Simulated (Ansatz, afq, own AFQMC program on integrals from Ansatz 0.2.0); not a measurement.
# ZrB (sextet): AFQMC on the coupled-cluster ladder at distance Zr1–B2 = 5.708 Å, def2-TZVP

Aim: compute ZrB (sextet) with auxiliary-field quantum Monte Carlo on the same integrals as coupled cluster, and set the energies side by side.

Program: Ansatz 0.2.0, Gaussian basis, and an in-house AFQMC program (afq) on its integrals; all values are calculated. Level of theory: def2-TZVP, frozen cores. These are calculated values, not measurements.

To be run: PBE (unrestricted); CCSD(T) on UHF; CCSDT(Q) on UHF; PBE0 (unrestricted); B3LYP (unrestricted); wB97M-V (unrestricted); B2PLYP (unrestricted); Phaseless AFQMC, CISD trial on UHF.

6 further runs of the same task are left out: 6 that didn't finish.

## (1) The geometry

The geometry derives from a PBE0/def2-TZVP stationary point (not a proven minimum). One bond is set to the value named and the two fragments are kept rigid. No spin-orbit coupling is included. Elements past krypton take def2 core potentials.

2 atoms, charge 0, spin multiplicity 6.

Atoms are counted from 1 here; the program's logs count them from 0.

No contacts short enough for the rule that draws bonds.

Geometry (Å):

| atom | x (Å) | y (Å) | z (Å) |
| --- | --- | --- | --- |
| Zr1 | 0.00000 | 0.00000 | 0.00000 |
| B2 | 0.00000 | 0.00000 | 5.70800 |

## (2) PBE (unrestricted)

Contents of in.yaml:

```yaml
crystal:
  periodic: [false, false, false]
  atoms:
    - {symbol: Zr, position_ang: [0.000000, 0.000000, 0.000000]}
    - {symbol: B, position_ang: [0.000000, 0.000000, 5.708000]}
basis:
  gaussian: {orbitals: def2-TZVP}
magnetization: {spin_polarized: true, initial_magnetization: 5}
hamiltonian: {xc: {name: PBE}}
output: {orbitals: {seedname: orbitals}}
```

Launch:

```bash
$ ansatz run in.yaml --threads 1 --pin off --events-out ev --progress --plain --max-ram 8192MiB --backend cpu
```

Log:

```text
Functional definition: PBE
  name "PBE"
  cite "Perdew, Burke & Ernzerhof, Phys. Rev. Lett. 77, 3865 (1996) doi:10.1103/PhysRevLett.77.3865"
  parent pbe
  parameter kappa = 0.804
  parameter beta = 0.06672455060314922
  exchange = pbe_x(kappa = kappa, mu = beta*pi^2/3)
  correlation = pbe_c(beta = beta)
490 factors; their error is unknown
mean field evaluation 1: about -1921.5978 eV, gradient 3.4e1 eV
mean field evaluation 2: about -1819.8391 eV, gradient 8.2e1 eV
mean field evaluation 4: about -1918.0016 eV, gradient 3.2e1 eV
mean field evaluation 8: about -1945.7542 eV, gradient 3.9e0 eV
mean field evaluation 16: about -1945.9234 eV, gradient 3.8e-2 eV
mean field evaluation 32: about -1945.9551 eV, gradient 9.8e-4 eV
mean field evaluation 64: about -1940.9541 eV, gradient 1.4e1 eV
mean field evaluation 96: about -1945.9150 eV, gradient 9.7e-1 eV
mean field evaluation 128: about -1945.9220 eV, gradient 5.3e-2 eV
mean field evaluation 160: about -1945.9551 eV, gradient 8.6e-3 eV
mean field evaluation 192: about -1945.8398 eV, gradient 3.7e-1 eV
mean field evaluation 224: about -1945.9560 eV, gradient 5.9e-2 eV
mean field evaluation 256: about -1945.9261 eV, gradient 5.8e-1 eV
mean field evaluation 288: about -1938.0831 eV, gradient 1.7e1 eV
mean field evaluation 320: about -1943.4667 eV, gradient 6.9e0 eV
mean field evaluation 352: about -1945.9550 eV, gradient 2.2e-2 eV
mean field evaluation 384: about -1945.9535 eV, gradient 3.4e-2 eV
mean field -1945.95509304 eV, -71.5125306533 hartree, gradient 9.0e-6 eV, S^2 8.753618; 14 other end points of the search recorded, 0 dependent functions left out
reference -1945.95514129 eV, -71.5125324265 hartree; 11, 6 occupied and 60, 65 virtual orbitals, 490 factors
Total energy: -1945.95514129 eV, -71.5125324265 hartree
```

Wall time 53 s (1 thread of AMD EPYC 7R13 (Zen 3), shared host); peak memory 1.7 GiB.

From the report: ⟨S²⟩ of the determinant 8.754 (pure sextet: 8.75).

## (3) CCSD(T) on UHF

Changes to in.yaml since step 2:

```diff
@@ -8,3 +8,2 @@
 magnetization: {spin_polarized: true, initial_magnetization: 5}
-hamiltonian: {xc: {name: PBE}}
-output: {orbitals: {seedname: orbitals}}
+correlation: {method: ccsd_t, electrons: outside_noble_gas, hamiltonian_folder: ham}
```

Launch:

```bash
$ ansatz run in.yaml --threads 1 --pin off --events-out ev --progress --plain --max-ram 24576MiB --backend cuda --devices 0, --max-vram 18GiB
```

Log, shortened:

```text
Functional definition: HF
  name "HF"
  cite "Fock, Z. Phys. 61, 126 (1930) doi:10.1007/BF01340294"
  parent pbe
[...]
556 factors; integrals over basis functions are off by at most 3.5e-4 eV
[...]
mean field -1931.34230869 eV, -70.9755207335 hartree, gradient 1.6e-10 eV, S^2 8.765973; 81 other end points of the search recorded, 0 dependent functions left out
determinant -1931.34230869 eV, -70.9755207335 hartree, with singles and doubles -1933.92870261 eV, -71.0705689571 hartree
determinant -1931.34226830 eV, -70.9755192493 hartree, with singles and doubles -1933.92764821 eV, -71.0705302084 hartree
determinant -1931.34224771 eV, -70.9755184926 hartree, with singles and doubles -1933.92994179 eV, -71.0706144959 hartree
determinant -1931.34104063 eV, -70.9754741331 hartree, with singles and doubles -1933.92684094 eV, -71.0705005418 hartree
[...]
determinant -1931.14207438 eV, -70.9681622583 hartree, with singles and doubles -1933.76530379 eV, -71.0645641610 hartree
determinant -1931.13963304 eV, -70.9680725409 hartree, with singles and doubles -1933.76248980 eV, -71.0644607490 hartree
determinant -1931.13959269 eV, -70.9680710577 hartree, with singles and doubles -1933.76288820 eV, -71.0644753898 hartree
determinant -1931.13387233 eV, -70.9678608385 hartree, with singles and doubles -1933.75776567 eV, -71.0642871401 hartree
5 core orbitals not correlated: weight in the atoms' cores, before any rotation towards them, 0.999 or more for the frozen orbitals, at most 0.000 for the correlated occupied ones
reference -1931.34230869 eV, -70.9755207335 hartree; 6, 1 occupied and 60, 65 virtual orbitals, 556 factors
second order -1.78008245 eV of doubles, -0.00000000 eV of singles
cycle   1  -2.52222772 eV  change    6.6e-7 eV  update   7.4e-6
perturbative correction -0.04628919 eV, -0.0017010962 hartree
Total energy: -1933.91082559 eV, -71.0699119888 hartree
```

Wall time 1.7 min (1 × NVIDIA H100 80GB HBM3 with 1 thread of AMD EPYC 7R13 (Zen 3), shared host); peak host memory 1.7 GiB.

From the report: ⟨S²⟩ of the determinant 8.766 (pure sextet: 8.75); correlation -2.5685 eV; T1 0.011; largest double amplitude 0.09.

This run also writes the integrals to the folder ham.

## (4) CCSDT(Q) on UHF

Changes to in.yaml since step 3:

```diff
@@ -8,2 +8,2 @@
 magnetization: {spin_polarized: true, initial_magnetization: 5}
-correlation: {method: ccsd_t, electrons: outside_noble_gas, hamiltonian_folder: ham}
+correlation: {method: ccsdt_q, electrons: outside_noble_gas}
```

Same command.

Log, shortened:

```text
Functional definition: HF
  name "HF"
  cite "Fock, Z. Phys. 61, 126 (1930) doi:10.1007/BF01340294"
  parent pbe
[...]
923 factors; integrals over basis functions are off by at most 1.8e-7 eV
[...]
mean field -1931.34231427 eV, -70.9755209386 hartree, gradient 1.6e-10 eV, S^2 8.765973; 79 other end points of the search recorded, 0 dependent functions left out
determinant -1931.34231427 eV, -70.9755209386 hartree, with singles and doubles -1933.92896480 eV, -71.0705785923 hartree
determinant -1931.34227392 eV, -70.9755194556 hartree, with singles and doubles -1933.92791318 eV, -71.0705399459 hartree
determinant -1931.34225321 eV, -70.9755186946 hartree, with singles and doubles -1933.93004611 eV, -71.0706183298 hartree
determinant -1931.34104974 eV, -70.9754744679 hartree, with singles and doubles -1933.92696765 eV, -71.0705051985 hartree
[...]
determinant -1931.14208088 eV, -70.9681624973 hartree, with singles and doubles -1933.76530692 eV, -71.0645642762 hartree
determinant -1931.13963970 eV, -70.9680727856 hartree, with singles and doubles -1933.76249353 eV, -71.0644608861 hartree
determinant -1931.13959733 eV, -70.9680712284 hartree, with singles and doubles -1933.76289117 eV, -71.0644754989 hartree
determinant -1931.13388228 eV, -70.9678612042 hartree, with singles and doubles -1933.75777160 eV, -71.0642873582 hartree
5 core orbitals not correlated: weight in the atoms' cores, before any rotation towards them, 0.999 or more for the frozen orbitals, at most 0.000 for the correlated occupied ones
reference -1931.34231427 eV, -70.9755209386 hartree; 6, 1 occupied and 60, 65 virtual orbitals, 923 factors
second order -1.78008355 eV of doubles, -0.00000000 eV of singles
cycle   1  -2.22858408 eV  change   -4.5e-1 eV  update   7.0e-2
[...]
cycle   4  -2.58540936 eV  change    2.7e-7 eV  update   6.0e-7
perturbative correction -0.00034097 eV, -0.0000125303 hartree
Total energy: -1933.92806460 eV, -71.0705455106 hartree
```

Run time: 2 min. Hardware: 1 × NVIDIA H100 80GB HBM3 with 1 thread of AMD EPYC 7R13 (Zen 3), shared host; peak host memory 1.7 GiB.

From the report: ⟨S²⟩ of the determinant 8.766 (pure sextet: 8.75); correlation -2.5858 eV; T1 0.011; largest double amplitude 0.09.

## (5) PBE0 (unrestricted)

Changes to in.yaml since step 4:

```diff
@@ -8,2 +8,3 @@
 magnetization: {spin_polarized: true, initial_magnetization: 5}
-correlation: {method: ccsdt_q, electrons: outside_noble_gas}
+hamiltonian: {xc: {name: PBE0}}
+output: {orbitals: {seedname: orbitals}}
```

Launch:

```bash
$ ansatz run in.yaml --threads 1 --pin off --events-out ev --progress --plain --max-ram 8192MiB --backend cpu
```

Log, shortened:

```text
Functional definition: PBE0
  name "PBE0"
  cite "Adamo & Barone, J. Chem. Phys. 110, 6158 (1999) doi:10.1063/1.478522"
  cite "Perdew, Burke & Ernzerhof, Phys. Rev. Lett. 77, 3865 (1996) doi:10.1103/PhysRevLett.77.3865"
  parent pbe
[...]
568 factors; their error is unknown
[...]
mean field -1945.64062016 eV, -71.5009739883 hartree, gradient 2.9e-6 eV, S^2 8.755483; 13 other end points of the search recorded, 0 dependent functions left out
reference -1945.64065645 eV, -71.5009753219 hartree; 11, 6 occupied and 60, 65 virtual orbitals, 568 factors
Total energy: -1945.64065645 eV, -71.5009753219 hartree
```

Wall time 52 s (1 thread of AMD EPYC 7R13 (Zen 3), shared host); peak memory 1.7 GiB.

From the report: ⟨S²⟩ of the determinant 8.755 (pure sextet: 8.75).

## (6) B3LYP (unrestricted)

Changes to in.yaml since step 5:

```diff
@@ -8,3 +8,2 @@
 magnetization: {spin_polarized: true, initial_magnetization: 5}
-hamiltonian: {xc: {name: PBE0}}
-output: {orbitals: {seedname: orbitals}}
+hamiltonian: {xc: {name: B3LYP}}
```

Same command.

Log, shortened:

```text
Functional definition: B3LYP
  name "B3LYP"
  cite "Stephens, Devlin, Chabalowski & Frisch, J. Phys. Chem. 98, 11623 (1994) doi:10.1021/j100096a001"
  cite "Becke, Phys. Rev. A 38, 3098 (1988) doi:10.1103/PhysRevA.38.3098"
  cite "Lee, Yang & Parr, Phys. Rev. B 37, 785 (1988) doi:10.1103/PhysRevB.37.785"
  cite "Vosko, Wilk & Nusair, Can. J. Phys. 58, 1200 (1980) doi:10.1139/p80-159"
[...]
524 factors; their error is unknown
[...]
mean field -1947.50489640 eV, -71.5694848766 hartree, gradient 3.2e-6 eV, S^2 8.754230; 20 other end points of the search recorded, 0 dependent functions left out
reference -1947.50513570 eV, -71.5694936708 hartree; 11, 6 occupied and 60, 65 virtual orbitals, 524 factors
Total energy: -1947.50513570 eV, -71.5694936708 hartree
```

It took 87 s on 1 thread of AMD EPYC 7R13 (Zen 3), shared host; peak memory 1.7 GiB.

From the report: ⟨S²⟩ of the determinant 8.754 (pure sextet: 8.75).

## (7) wB97M-V (unrestricted)

Changes to in.yaml since step 6:

```diff
@@ -8,2 +8,3 @@
 magnetization: {spin_polarized: true, initial_magnetization: 5}
-hamiltonian: {xc: {name: B3LYP}}
+hamiltonian: {xc: {name: wB97M-V}}
+output: {orbitals: {seedname: orbitals}}
```

The command is unchanged.

Log, shortened:

```text
Functional definition: wB97M-V
  name "wB97M-V"
  cite "Mardirossian & Head-Gordon, J. Chem. Phys. 144, 214110 (2016) doi:10.1063/1.4952647"
  cite "Becke, J. Chem. Phys. 107, 8554 (1997) doi:10.1063/1.475007"
  cite "Vydrov & Van Voorhis, J. Chem. Phys. 133, 244103 (2010) doi:10.1063/1.3521275"
  # Of w^i u^j: cxij and so on, Table III.
[...]
  gx(w, u) = 1 - cx + cx01*u + cx10*w
  gss(w, u) = css00 + css04*u^4 + css10*w + css20*w^2 + css43*w^4*u^3
  gos(w, u) = cos00 + cos10*w + (cos20 + cos21*u)*w^2 + (cos60 + cos61*u)*w^6
[...]
      + integral(e_c_pw_mod_opposite_spin*gos(b97_w_opposite, b97_u_opposite)) + vv10(b, c)
521 factors; their error is unknown
142 factors; integrals over basis functions are off by at most 6.9e-5 eV
[...]
mean field -1944.24550679 eV, -71.4497045176 hartree, gradient 2.8e-6 eV, S^2 8.752561; 7 other end points of the search recorded, 0 dependent functions left out
reference -1944.24555178 eV, -71.4497061710 hartree; 11, 6 occupied and 60, 65 virtual orbitals, 521 factors
Total energy: -1944.24555178 eV, -71.4497061710 hartree
```

Wall time 4.2 min (1 thread of AMD EPYC 7R13 (Zen 3), shared host); peak memory 1.7 GiB.

From the report: ⟨S²⟩ of the determinant 8.753 (pure sextet: 8.75).

## (8) B2PLYP (unrestricted)

Changes to in.yaml since step 7:

```diff
@@ -8,3 +8,3 @@
 magnetization: {spin_polarized: true, initial_magnetization: 5}
-hamiltonian: {xc: {name: wB97M-V}}
-output: {orbitals: {seedname: orbitals}}
+hamiltonian: {xc: {name: B2PLYP}}
+correlation: {electrons: outside_noble_gas}
```

Launched as before.

Log, shortened:

```text
Functional definition: B2PLYP
  name "B2PLYP"
  cite "Grimme, J. Chem. Phys. 124, 034108 (2006) doi:10.1063/1.2148954"
  cite "Becke, Phys. Rev. A 38, 3098 (1988) doi:10.1103/PhysRevA.38.3098"
  cite "Lee, Yang & Parr, Phys. Rev. B 37, 785 (1988) doi:10.1103/PhysRevB.37.785"
[...]
556 factors; integrals over basis functions are off by at most 3.5e-4 eV
[...]
mean field -1941.19202705 eV, -71.3374912069 hartree, gradient 1.5e-10 eV, S^2 8.757627; 10 other end points of the search recorded, 0 dependent functions left out
5 core orbitals not correlated: weight in the atoms' cores, before any rotation towards them, 0.999 or more for the frozen orbitals, at most 0.000 for the correlated occupied ones
reference -1941.19217846 eV, -71.3374967711 hartree; 6, 1 occupied and 60, 65 virtual orbitals, 556 factors
second order -2.29959164 eV of doubles, -0.00000000 eV of singles
Total energy: -1941.81306820 eV, -71.3603140483 hartree
```

Run time: 79 s. Hardware: 1 thread of AMD EPYC 7R13 (Zen 3), shared host; peak memory 1.7 GiB.

From the report: ⟨S²⟩ of the determinant 8.758 (pure sextet: 8.75).

## (9) Phaseless AFQMC, CISD trial on UHF

It reads the integrals that the CCSD(T) run on this determinant wrote.

Launch:

```bash
$ afq ham --method phaseless --trial cisd --walkers 4000 --populations 20 --least-time 60 --time-step 0.005 --steps-per-block 50 --equilibration-blocks 40 --max-blocks 4000 --target-error 0.00032 --factor-cut 1e-05 --start spin_pure --seed 119 --release-times 0.24,0.5,1,1.5 --release-step 0.02 --release-every 3 --taylor-order 6
```

Log:

```text
orbitals 66  electrons 6 1  factors 452 of 556
reference energy -70.97552073 Eh
CCSD correlation -0.09269026 Eh in 27 cycles, weight of the determinant in the CISD state 0.9087
energy of the start -71.068148 Eh
 block  time / (1/Eh)  mean weight  energy / Eh
     1     0.250  0.9999  -71.067743
     2     0.500  0.9999  -71.067877
     3     0.750  1.0000  -71.068154
     4     1.000  0.9999  -71.068450
     5     1.250  1.0000  -71.068725
     6     1.500  0.9999  -71.068989
     7     1.750  1.0001  -71.069060
     8     2.000  0.9999  -71.069310
     9     2.250  0.9998  -71.069429
    10     2.500  1.0000  -71.069709
    11     2.750  0.9998  -71.069856
    13     3.250  0.9998  -71.069863
    15     3.750  1.0000  -71.069912
    17     4.250  1.0001  -71.070101
    19     4.750  1.0000  -71.070138
    21     5.250  1.0001  -71.070178
    23     5.750  0.9998  -71.069879
    25     6.250  1.0001  -71.070073
    27     6.750  1.0002  -71.070093
    29     7.250  1.0002  -71.069702
    31     7.750  1.0000  -71.069953
    33     8.250  0.9998  -71.070009
    35     8.750  1.0000  -71.070118
    37     9.250  0.9999  -71.070067
    39     9.750  0.9994  -71.069963
    41    10.250  0.9999  -71.070103
    43    10.750  1.0001  -71.070200
    45    11.250  0.9999  -71.069736
    47    11.750  0.9999  -71.071369
    49    12.250  0.9998  -71.069730
    51    12.750  0.9999  -71.069772
    53    13.250  1.0000  -71.069852
    55    13.750  1.0002  -71.069744
    57    14.250  1.0000  -71.070064
    59    14.750  1.0001  -71.069888
    61    15.250  1.0001  -71.069949
    63    15.750  1.0004  -71.069898
    65    16.250  0.9999  -71.069737
    67    16.750  0.9995  -71.069737
    69    17.250  0.9994  -71.069675
    71    17.750  1.0002  -71.069555
    73    18.250  0.9995  -71.069920
    75    18.750  0.9996  -71.070871
    77    19.250  1.0005  -71.070022
    79    19.750  0.9995  -71.070045
    81    20.250  1.0003  -71.069875
    83    20.750  0.9999  -71.069903
    85    21.250  1.0000  -71.069755
    87    21.750  1.0001  -71.069766
    89    22.250  1.0001  -71.069494
error from the spread of 20 populations
released: time / (1/Eh)  energy / Eh  error  mean overlap
  0.24  -71.069960  0.000059  0.9998
  0.50  -71.070010  0.000062  1.0020
  1.00  -71.070501  0.000314  1.0027
  1.50  -71.070327  0.000066  0.9989
energy -71.069935 +/- 0.000089 Eh
```

It took 10 min on 1 × NVIDIA H100 80GB HBM3 with 2 threads of AMD EPYC 7R13 (Zen 3), shared host; peak host memory 1.7 GiB.

Energy -1933.9115 ± 0.0024 eV. Caveats: constraint bias not in the error.

## (10) All levels side by side

On the UHF determinant, counted from CCSDT(Q) (a yardstick, not exact):

```csv
level,energy (eV),from CCSDT(Q) (kJ/mol),statistical error (kJ/mol),time
HF,-1931.3423,+249.5,,
MP2,-1933.1224,+77.7,,
CCSD,-1933.8645,+6.1,,
CCSD(T),-1933.9108,+1.7,,
CCSDT(Q),-1933.9281,0.0,,
"Phaseless AFQMC, CISD trial, step 0.005, 4000 walkers",-1933.9115,+1.6,0.2,10 min
```

The functionals' totals stand on their own zeros and serve differences with other points: PBE -1945.955 eV; PBE0 -1945.641 eV; B3LYP -1947.505 eV; wB97M-V -1944.246 eV; B2PLYP -1941.813 eV.

## (11) Results

| quantity | value |
| --- | --- |
| CCSD(T) on UHF from CCSDT(Q) | +1.7 kJ/mol |
| Phaseless AFQMC, CISD trial on UHF from CCSDT(Q) | +1.6 ± 0.2 kJ/mol |

**Reading.** On UHF the phaseless walk with the CISD trial lies +1.6 kJ/mol from CCSDT(Q), 7 times its error bar. Error bars are statistical and leave out the constraint, the time step and what remains of the start. Zr carries a core potential, and spin-orbit coupling is left out.
